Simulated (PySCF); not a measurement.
# C2H5FSi (SMILES CC[Si]F) at 5 levels

We compute a comparison of 5 runs (B3LYP/6-31G*, PBE0/def2-SVP, MP2/6-31G*, MP2/def2-TZVP, CCSD(T)/def2-SVPD) of C2H5FSi. 

The results are computed with PySCF 2.14.0.

## 1. Starting point

C2H5FSi: 9 atoms, total charge 0, spin state singlet. As SMILES, `CC[Si]F`. The coordinates come from a PBE0-D4/def2-TZVP relaxation. This is one conformer, not always the lowest.

Bond lengths: C1–C2 1.523 Å, C2–Si3 1.891 Å, Si3–F4 1.621 Å, C1–H5 1.091 Å, C1–H6 1.093 Å, C1–H7 1.093 Å, C2–H8 1.106 Å, C2–H9 1.099 Å. Some angles: C1–C2–Si3 119.6°, C2–Si3–F4 100.1°, C1–C2–H8 110.7°, C1–C2–H9 112.0°, Si3–C2–H8 102.3°, Si3–C2–H9 107.2°, C2–C1–H5 111.2°, C2–C1–H6 111.9°, C2–C1–H7 111.2°, H8–C2–H9 103.6°.

## 2. Energy and gradient at B3LYP/6-31G(d) (spherical functions) (run 1)

geometry.xyz

```xyz
9
C2H5FSi
C     -0.384800     0.808200    -0.298200
C      0.090700    -0.249100     0.690200
Si     1.193500    -1.662100     0.086400
F      0.886100    -1.602100    -1.503600
H     -0.878900     0.351500    -1.157400
H     -1.087300     1.508200     0.161100
H      0.453300     1.392500    -0.685300
H     -0.769100    -0.791300     1.126000
H      0.585000     0.197700     1.563800
```

job.py

```python
import pyscf.grad
from pyscf import gto, dft

mol = gto.M(
    atom='geometry.xyz',
    verbose=4,
    basis='6-31g*',
    max_memory=1860,
)

myscf = dft.RKS(mol)
myscf.xc = 'b3lyp'
myscf.grids.level = 5
myscf.conv_tol = 1e-10
myscf.kernel()
if not myscf.converged:
    myscf = myscf.newton().run(myscf.mo_coeff, myscf.mo_occ)

energy = myscf.e_tot
print('E(%s) = %.9f' % ('B3LYP', energy))
grad = myscf.Gradients().kernel()
myscf.analyze()
```

On the command line:

```
$ OMP_NUM_THREADS=1 python job.py
```

The log of the run:

```text
PySCF version 2.14.0

[... 97 lines left out ...]
DFT Exchange-Correlation Energy =      -44.181033877788380
[... 8 lines left out ...]
MO #7   energy= -3.66411561415129  occ= 2
[... 6 lines left out ...]
MO #14  energy= -0.440747550392746 occ= 2
[... 6 lines left out ...]
MO #21  energy= -0.0741537994540966 occ= 0
[... 6 lines left out ...]
MO #28  energy= 0.185125279425278  occ= 0
[... 6 lines left out ...]
MO #35  energy= 0.506974628015749  occ= 0
[... 6 lines left out ...]
MO #42  energy= 0.801691529674925  occ= 0
[... 6 lines left out ...]
MO #49  energy= 0.986893854995455  occ= 0
[... 6 lines left out ...]
MO #56  energy= 1.59234377497662   occ= 0
[... 6 lines left out ...]
MO #63  energy= 1.99976495391662   occ= 0
[... 6 lines left out ...]
MO #70  energy= 2.79982001216752   occ= 0
[... 43 lines left out ...]
pop of  2 Si 3dxy         0.00659
pop of  2 Si 3dyz         0.00926
pop of  2 Si 3dz^2        0.00697
pop of  2 Si 3dxz         0.00777
pop of  2 Si 3dx2-y2      0.00193
pop of  3 F 1s            1.99997
pop of  3 F 2s            1.84778
pop of  3 F 3s            0.00181
pop of  3 F 2px           1.87564
pop of  3 F 2py           1.90531
pop of  3 F 2pz           1.80459
pop of  3 F 3px           0.00067
pop of  3 F 3py           0.00090
pop of  3 F 3pz           0.00080
pop of  3 F 3dxy          0.00009
pop of  3 F 3dyz          0.00200
pop of  3 F 3dz^2         0.00553
pop of  3 F 3dxz          0.00242
pop of  3 F 3dx2-y2       0.00007
pop of  4 H 1s            0.88923
pop of  4 H 2s            0.00820
pop of  5 H 1s            0.89456
pop of  5 H 2s            0.00694
pop of  6 H 1s            0.89665
pop of  6 H 2s            0.00690
pop of  7 H 1s            0.88536
pop of  7 H 2s            0.00686
pop of  8 H 1s            0.88758
pop of  8 H 2s            0.00665
 ** Mulliken atomic charges  **
charge of    0C =     -0.28934
charge of    1C =     -0.43198
charge of    2Si =      0.65783
charge of    3F =     -0.44759
charge of    4H =      0.10258
charge of    5H =      0.09850
charge of    6H =      0.09645
charge of    7H =      0.10778
charge of    8H =      0.10577
Dipole moment(X, Y, Z, Debye): -0.61030,  0.91010,  0.99204
```

Run time: 48 s. Hardware: 1 thread of Intel Xeon at 2.50GHz (Skylake/Cascade Lake), shared host; peak memory 0.69 GiB.

## 3. Energy and gradient at PBE0/def2-SVP (run 2)

calc.py

```python
# CC[Si]F
import pyscf.grad
from pyscf import gto, dft

mol = gto.Mole()
mol.atom = '''
C     -0.727167     1.527277    -0.563516
C      0.171398    -0.470731     1.304289
Si     2.255388    -3.140914     0.163272
F      1.674486    -3.027530    -2.841392
H     -1.660880     0.664239    -2.187169
H     -2.054699     2.850085     0.304435
H      0.856613     2.631444    -1.295029
H     -1.453388    -1.495340     2.127832
H      1.105490     0.373599     2.955154
'''
mol.verbose = 4
mol.spin = 0
mol.unit = 'bohr'
mol.max_memory = 1860
mol.charge = 0
mol.basis = 'def2-svp'
mol.build()

calc0 = dft.RKS(mol, xc='pbe0')
calc0.conv_tol = 1e-10
calc0.grids.level = 5
calc0.kernel()
if not calc0.converged:
    calc0 = calc0.newton().run(calc0.mo_coeff, calc0.mo_occ)

etot = calc0.e_tot
print('E = %.10f Eh' % etot)
grad = calc0.Gradients().kernel()
calc0.analyze()
```

On the command line:

```
$ OMP_NUM_THREADS=1 python calc.py
```

The log of the run:

```text
PySCF version 2.14.0

[... 93 lines left out ...]
One-electron Energy =                 -956.999012421138445
[... 9 lines left out ...]
MO #5   energy= -5.36384596351354  occ= 2
[... 7 lines left out ...]
MO #13  energy= -0.467723381947683 occ= 2
[... 7 lines left out ...]
MO #21  energy= -0.0709060994231661 occ= 0
[... 7 lines left out ...]
MO #29  energy= 0.218509989833772  occ= 0
[... 7 lines left out ...]
MO #37  energy= 0.491580040626243  occ= 0
[... 7 lines left out ...]
MO #45  energy= 0.701434888713598  occ= 0
[... 7 lines left out ...]
MO #53  energy= 1.22908689361341   occ= 0
[... 7 lines left out ...]
MO #61  energy= 1.73840668455303   occ= 0
[... 7 lines left out ...]
MO #69  energy= 2.08551189227361   occ= 0
[... 7 lines left out ...]
MO #77  energy= 2.85860271697101   occ= 0
[... 7 lines left out ...]
MO #85  energy= 3.51655996566999   occ= 0
[... 58 lines left out ...]
pop of  3 F 3dyz          0.00086
pop of  3 F 3dz^2         0.00229
pop of  3 F 3dxz          0.00103
pop of  3 F 3dx2-y2       0.00003
pop of  4 H 1s            0.88671
pop of  4 H 2s            0.00882
pop of  4 H 2px           0.00031
pop of  4 H 2py           0.00022
pop of  4 H 2pz           0.00076
pop of  5 H 1s            0.89253
pop of  5 H 2s            0.00727
pop of  5 H 2px           0.00048
pop of  5 H 2py           0.00051
pop of  5 H 2pz           0.00021
pop of  6 H 1s            0.89409
pop of  6 H 2s            0.00728
pop of  6 H 2px           0.00056
pop of  6 H 2py           0.00040
pop of  6 H 2pz           0.00022
pop of  7 H 1s            0.87839
pop of  7 H 2s            0.00758
pop of  7 H 2px           0.00074
pop of  7 H 2py           0.00027
pop of  7 H 2pz           0.00033
pop of  8 H 1s            0.88210
pop of  8 H 2s            0.00709
pop of  8 H 2px           0.00034
pop of  8 H 2py           0.00024
pop of  8 H 2pz           0.00071
 ** Mulliken atomic charges  **
charge of    0C =     -0.29139
charge of    1C =     -0.43055
charge of    2Si =      0.65025
charge of    3F =     -0.45013
charge of    4H =      0.10318
charge of    5H =      0.09900
charge of    6H =      0.09745
charge of    7H =      0.11269
charge of    8H =      0.10951
Dipole moment(X, Y, Z, Debye): -0.62560,  0.95376,  1.07938
```

Wall time 51 s (1 thread of Intel Xeon at 2.50GHz (Skylake/Cascade Lake), shared host); peak memory 0.85 GiB.

## 4. Energy and gradient at MP2/6-31G(d) (spherical functions) (run 3)

input.py

```python
import pyscf.grad
from pyscf import gto, mp

molecule = gto.Mole()
molecule.atom = '''
C     -0.727167     1.527277    -0.563516
C      0.171398    -0.470731     1.304289
Si     2.255388    -3.140914     0.163272
F      1.674486    -3.027530    -2.841392
H     -1.660880     0.664239    -2.187169
H     -2.054699     2.850085     0.304435
H      0.856613     2.631444    -1.295029
H     -1.453388    -1.495340     2.127832
H      1.105490     0.373599     2.955154
'''
molecule.unit = 'bohr'
molecule.spin = 0
molecule.verbose = 4
molecule.max_memory = 1860
molecule.basis = '6-31g*'
molecule.charge = 0
molecule.build()

mf = molecule.RHF()
mf.conv_tol = 1e-10
mf.kernel()
if not mf.converged:
    mf = mf.newton().run(mf.mo_coeff, mf.mo_occ)

pt = mp.MP2(mf, frozen=8).run()
energy = pt.e_tot
print('Final energy', energy)
grad = pt.Gradients().kernel()
dip = mf.dip_moment()
pop, q = mf.mulliken_pop()
```

On the command line:

```
$ OMP_NUM_THREADS=1 python input.py
```

The log of the run:

```text
PySCF version 2.14.0

[... 65 lines left out ...]
converged SCF energy = -467.012685564952
[... 8 lines left out ...]
Final energy -467.51651977661083
[... 8 lines left out ...]
Dipole moment(X, Y, Z, Debye): -0.55052,  0.89846,  1.19734
[... 41 lines left out ...]
pop of  2 Si 4pz          0.03505
pop of  2 Si 3dxy         0.02623
pop of  2 Si 3dyz         0.03485
pop of  2 Si 3dz^2        0.05402
pop of  2 Si 3dxz         0.03257
pop of  2 Si 3dx2-y2      0.00916
pop of  3 F 1s            1.99785
pop of  3 F 2s            0.92228
pop of  3 F 3s            1.04628
pop of  3 F 2px           1.11425
pop of  3 F 2py           1.13152
pop of  3 F 2pz           1.04768
pop of  3 F 3px           0.78925
pop of  3 F 3py           0.79055
pop of  3 F 3pz           0.69471
pop of  3 F 3dxy          0.00011
pop of  3 F 3dyz          0.00278
pop of  3 F 3dz^2         0.00576
pop of  3 F 3dxz          0.00324
pop of  3 F 3dx2-y2       0.00011
pop of  4 H 1s            0.52417
pop of  4 H 2s            0.29565
pop of  5 H 1s            0.52553
pop of  5 H 2s            0.30809
pop of  6 H 1s            0.52633
pop of  6 H 2s            0.31186
pop of  7 H 1s            0.51001
pop of  7 H 2s            0.31196
pop of  8 H 1s            0.51433
pop of  8 H 2s            0.30211
 ** Mulliken atomic charges  **
charge of    0C =     -0.46839
charge of    1C =     -0.66933
charge of    2Si =      0.81412
charge of    3F =     -0.54636
charge of    4H =      0.18017
charge of    5H =      0.16638
charge of    6H =      0.16180
charge of    7H =      0.17803
charge of    8H =      0.18356
```

Run time: 22 s. Hardware: 1 thread of Intel Xeon at 2.50GHz (Skylake/Cascade Lake), shared host; peak memory 0.33 GiB.

Run 4 isn't shown in full; the table further down has it.

## 5. A single-point energy at CCSD(T)/def2-SVPD (run 5)

run.py

```python
from pyscf import gto, scf, cc

mol = gto.M(
    atom=[
    ('C', (-0.384800, 0.808200, -0.298200)),
    ('C', (0.090700, -0.249100, 0.690200)),
    ('Si', (1.193500, -1.662100, 0.086400)),
    ('F', (0.886100, -1.602100, -1.503600)),
    ('H', (-0.878900, 0.351500, -1.157400)),
    ('H', (-1.087300, 1.508200, 0.161100)),
    ('H', (0.453300, 1.392500, -0.685300)),
    ('H', (-0.769100, -0.791300, 1.126000)),
    ('H', (0.585000, 0.197700, 1.563800)),
],
    spin=0,
    verbose=3,
    max_memory=1860,
    basis='def2-svpd',
)

myscf = scf.RHF(mol)
myscf.conv_tol = 1e-10
myscf.kernel()
if not myscf.converged:
    myscf = myscf.newton().run(myscf.mo_coeff, myscf.mo_occ)

mycc = cc.CCSD(myscf, frozen=8)
mycc.kernel()
e_t = mycc.ccsd_t()
etot = mycc.e_tot + e_t
print('Final energy', etot)
myscf.analyze()
```

On the command line:

```
$ OMP_NUM_THREADS=1 python run.py
```

The log of the run:

```text
converged SCF energy = -466.812906115097
[... 9 lines left out ...]
MO #6   energy= -4.27663887242598  occ= 2
[... 10 lines left out ...]
MO #17  energy= -0.543741639572393 occ= 2
[... 10 lines left out ...]
MO #28  energy= 0.18552059740009   occ= 0
[... 10 lines left out ...]
MO #39  energy= 0.338922384172146  occ= 0
[... 10 lines left out ...]
MO #50  energy= 0.478729872667063  occ= 0
[... 10 lines left out ...]
MO #61  energy= 0.603035739525748  occ= 0
[... 10 lines left out ...]
MO #72  energy= 0.87032637663504   occ= 0
[... 10 lines left out ...]
MO #83  energy= 1.18061584248177   occ= 0
[... 10 lines left out ...]
MO #94  energy= 1.76240423611852   occ= 0
[... 10 lines left out ...]
MO #105 energy= 2.26266758958175   occ= 0
[... 10 lines left out ...]
MO #116 energy= 2.95107554786014   occ= 0
[... 10 lines left out ...]
MO #127 energy= 3.94670720032731   occ= 0
[... 10 lines left out ...]
Dipole moment(X, Y, Z, Debye): -0.67138,  1.09511,  1.32843
```

It took 3.5 min on 1 thread of Intel Xeon at 2.50GHz (Skylake/Cascade Lake), shared host; peak memory 2.1 GiB.

## 6. The series

```tsv
run	level	integration grid	frozen core orbitals	energy (Eh)	dipole moment (D) of the reference	HOMO energy (eV)	LUMO energy (eV)	wall time
1	B3LYP/6-31G* (spherical functions)	5	–	-468.566027	1.48	-6.08	-2.02	48 s
2	PBE0/def2-SVP	5	–	-468.022604	1.57	-6.41	-1.93	51 s
3	MP2/6-31G* (spherical functions)	–	8	-467.516520	1.59	-8.93	1.30	22 s
4	MP2/def2-TZVP	–	8	-467.806595	1.73	-9.00	1.12	3.5 min
5	CCSD(T)/def2-SVPD	–	8	-467.457278	1.85	-9.04	1.19	3.5 min
```

## 7. Summary of results

| quantity | value |
| --- | --- |
| run 5: total energy | -467.45728 Eh |
| run 5: dipole moment (Hartree–Fock density) | 1.85 D |
| run 5: HOMO energy (Hartree–Fock orbitals) | -9.04 eV |
| run 5: LUMO energy (Hartree–Fock orbitals) | 1.19 eV |
| run 5: HOMO–LUMO gap (Hartree–Fock orbitals) | 10.24 eV |
| run 5: correlation energy (8 core orbitals frozen) | -644.4 mEh |
| run 5: (T) correction | -18.82 mEh |
| run 5: T1 diagnostic | 0.014 |

In words: Totals of different functionals can't be ranked against each other. All runs together took 9 min, the longest 3.5 min.
